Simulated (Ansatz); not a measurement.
# C11H14: a ladder of functionals and wavefunction methods

Aim: compute C11H14 with functionals from several rungs and with coupled cluster. The yardstick is the atomisation energy at the CCSD(T) limit.

Computed with Ansatz 0.2.0, Gaussian basis. Level: functionals in def2-TZVPP, the program's frozen cores in correlated methods.

Plan: LDA (SPW92), PBE-D4, revPBE-D4, BLYP-D4, r2SCAN-D4, B97M-V, PBE0-D4, B3LYP-D4, r2SCANh-D4, r2SCAN0-D4, HSE06-D4, BHLYP-D4, CAM-B3LYP-D4, LC-ωPBE, ωB97X-V, ωB97M-V, B2PLYP, PBE-QIDH; CCSD(T)/def2-SVP; CCSD(T)/def2-TZVPP; MP2/def2-QZVPP; extrapolation to the limit; RPA on PBE.

## (1) The relaxed structure

The geometry comes from an earlier relaxation with PBE0-D4 in a triple-zeta def2 set; it is a stationary point, not always the lowest conformer.

SMILES `CC1(C)CCc2ccccc21`, 25 atoms, charge 0, spin multiplicity 1.

Atoms are counted from 1 here; the program's logs count them from 0.

Bond lengths: C1–C2 1.521 Å, C1–H12 1.093 Å, C1–H13 1.094 Å, C1–H14 1.093 Å, C2–C3 1.531 Å, C2–C4 1.544 Å, C2–C11 1.514 Å, C3–H15 1.093 Å, C3–H16 1.094 Å, C3–H17 1.093 Å, C4–C5 1.533 Å, C4–H18 1.094 Å, C4–H19 1.093 Å, C5–C6 1.502 Å, C5–H20 1.092 Å, C5–H21 1.097 Å, C6–C7 1.384 Å, C6–C11 1.392 Å and more. Angles: C2–C1–H12 111.0°, C2–C1–H13 110.6°, C2–C1–H14 111.4°, H12–C1–H13 108.2°, H12–C1–H14 108.0°, H13–C1–H14 107.4°, C1–C2–C3 109.8°, C1–C2–C4 112.1°, C1–C2–C11 113.4°, C3–C2–C4 110.6°, C3–C2–C11 109.3°, C4–C2–C11 101.3°, C2–C3–H15 110.8°, C2–C3–H16 110.6°, C2–C3–H17 111.3°, H15–C3–H16 108.2°, H15–C3–H17 107.6°, H16–C3–H17 108.3° and more.

Coordinates:

```xyz
25
charge 0, multiplicity 1
C    -1.14537   -0.02405    2.10552
C     0.04496    0.08736    1.16555
C     1.19748   -0.77833    1.68166
C     0.50371    1.54971    0.98014
C     1.08310    1.63334   -0.43620
C     0.32598    0.56148   -1.16617
C     0.19010    0.35977   -2.52910
C    -0.55905   -0.71907   -2.98190
C    -1.15924   -1.58626   -2.07861
C    -1.01766   -1.38538   -0.71113
C    -0.27597   -0.30696   -0.26023
H    -1.99663    0.54862    1.73000
H    -0.88815    0.35663    3.09809
H    -1.46280   -1.06342    2.22523
H     0.91130   -1.83285    1.70136
H     1.47718   -0.48183    2.69677
H     2.07937   -0.68661    1.04293
H    -0.37172    2.20305    1.04691
H     1.20742    1.86231    1.75523
H     0.96527    2.62235   -0.88487
H     2.15667    1.41029   -0.44262
H     0.65404    1.03824   -3.23769
H    -0.68163   -0.88187   -4.04677
H    -1.74595   -2.42181   -2.44347
H    -1.49242   -2.06469   -0.01064
```

## (2) LDA

This LDA is Slater exchange with PW92 correlation.

File in.yaml:

```yaml
crystal:
  periodic: [false, false, false]
  atoms:
    - {symbol: C, position_ang: [-1.145374, -0.024054, 2.105524]}
    - {symbol: C, position_ang: [0.044959, 0.087357, 1.165551]}
    - {symbol: C, position_ang: [1.197477, -0.778332, 1.681658]}
    - {symbol: C, position_ang: [0.503714, 1.549706, 0.980141]}
    - {symbol: C, position_ang: [1.083101, 1.633341, -0.436198]}
    - {symbol: C, position_ang: [0.325980, 0.561481, -1.166166]}
    - {symbol: C, position_ang: [0.190098, 0.359765, -2.529105]}
    - {symbol: C, position_ang: [-0.559045, -0.719072, -2.981903]}
    - {symbol: C, position_ang: [-1.159242, -1.586263, -2.078607]}
    - {symbol: C, position_ang: [-1.017663, -1.385383, -0.711127]}
    - {symbol: C, position_ang: [-0.275969, -0.306960, -0.260232]}
    - {symbol: H, position_ang: [-1.996632, 0.548622, 1.730003]}
    - {symbol: H, position_ang: [-0.888147, 0.356634, 3.098089]}
    - {symbol: H, position_ang: [-1.462799, -1.063420, 2.225225]}
    - {symbol: H, position_ang: [0.911301, -1.832849, 1.701360]}
    - {symbol: H, position_ang: [1.477178, -0.481825, 2.696768]}
    - {symbol: H, position_ang: [2.079373, -0.686609, 1.042926]}
    - {symbol: H, position_ang: [-0.371717, 2.203053, 1.046912]}
    - {symbol: H, position_ang: [1.207418, 1.862314, 1.755233]}
    - {symbol: H, position_ang: [0.965275, 2.622349, -0.884869]}
    - {symbol: H, position_ang: [2.156669, 1.410288, -0.442620]}
    - {symbol: H, position_ang: [0.654040, 1.038238, -3.237687]}
    - {symbol: H, position_ang: [-0.681627, -0.881868, -4.046772]}
    - {symbol: H, position_ang: [-1.745946, -2.421814, -2.443475]}
    - {symbol: H, position_ang: [-1.492422, -2.064694, -0.010639]}
basis:
  gaussian: {orbitals: def2-TZVPP}
hamiltonian: {xc: lda}
output: {orbitals: {seedname: orbitals}}
```

Started as:

```console
ansatz run in.yaml --threads 4 --pin off --events-out ev --progress --plain --max-ram 66560MiB --backend cuda --devices 0, --max-vram 37GiB
```

The runs that follow: PBE-D4 (GGA); revPBE-D4 (GGA); BLYP-D4 (GGA); r2SCAN-D4 (meta-GGA); B97M-V (meta-GGA); B3LYP-D4 (hybrid); r2SCANh-D4 (hybrid); r2SCAN0-D4 (hybrid); HSE06-D4 (hybrid); BHLYP-D4 (hybrid); CAM-B3LYP-D4 (range-separated); LC-ωPBE (range-separated); ωB97X-V (range-separated); ωB97M-V (range-separated); B2PLYP (double hybrid); PBE-QIDH (double hybrid); CCSD(T) in def2-SVP; CCSD(T) in def2-TZVPP; MP2 in def2-QZVPP; RPA on PBE orbitals.

Before running them: what should the planned runs give, taken together? Wanted: atomisation energy, CCSD(T)/CBS; farthest beyond LDA; mean size of error, GGA; mean size of error, meta-GGA; mean size of error, hybrid; mean size of error, range-separated; mean size of error, double hybrid; gap, smallest and largest; T1 diagnostic.

**Answer**, as computed:

| quantity | value |
| --- | --- |
| atomisation energy, CCSD(T)/CBS | 2713.8 kcal/mol |
| functionals within 13.6 kcal/mol (0.5 %) | BLYP-D4, B3LYP-D4, r2SCANh-D4, r2SCAN0-D4, LC-ωPBE, ωB97X-V, ωB97M-V |
| farthest beyond LDA | PBE-D4 (+87.4 kcal/mol) |
| mean size of error, GGA | 37.7 kcal/mol |
| mean size of error, meta-GGA | 18.6 kcal/mol |
| mean size of error, hybrid | 30.8 kcal/mol |
| mean size of error, range-separated | 12.8 kcal/mol |
| mean size of error, double hybrid | 19.9 kcal/mol |
| gap, smallest and largest | 4.64 eV (LDA (SPW92)), 11.11 eV (LC-ωPBE) |
| T1 diagnostic | 0.0096 |
| triples share of the correlation energy | 4.7 % |

**Reading.** LDA overbinds by 405.5 kcal/mol (15 %). PBE-D4 is off by +87.4 kcal/mol. Double hybrids carry the basis error of their MP2 part in triple zeta, and no dispersion term here, so their miss is partly the set-up's. By mean error the best rung here is range-separated (12.8 kcal/mol) and the worst beyond LDA is GGA (37.7 kcal/mol). hybrid functionals lie within the reference's doubt of that worst mean (30.8 kcal/mol), so those two tie. The gap between the best rungs is small, so their order is not settled. The reference freezes the cores and leaves out relativity and excitations past (T), so misses under about 13.6 kcal/mol can't be ranked. Hartree-Fock recovers 75 % of the binding; the rest is correlation. CCSD(T) in def2-SVP is off by -84.7 kcal/mol, worse than the median functional, from the basis alone. Orbital gaps span 4.6 to 11.1 eV; exact exchange widens them. The restricted reference is unstable towards a spin-broken one.
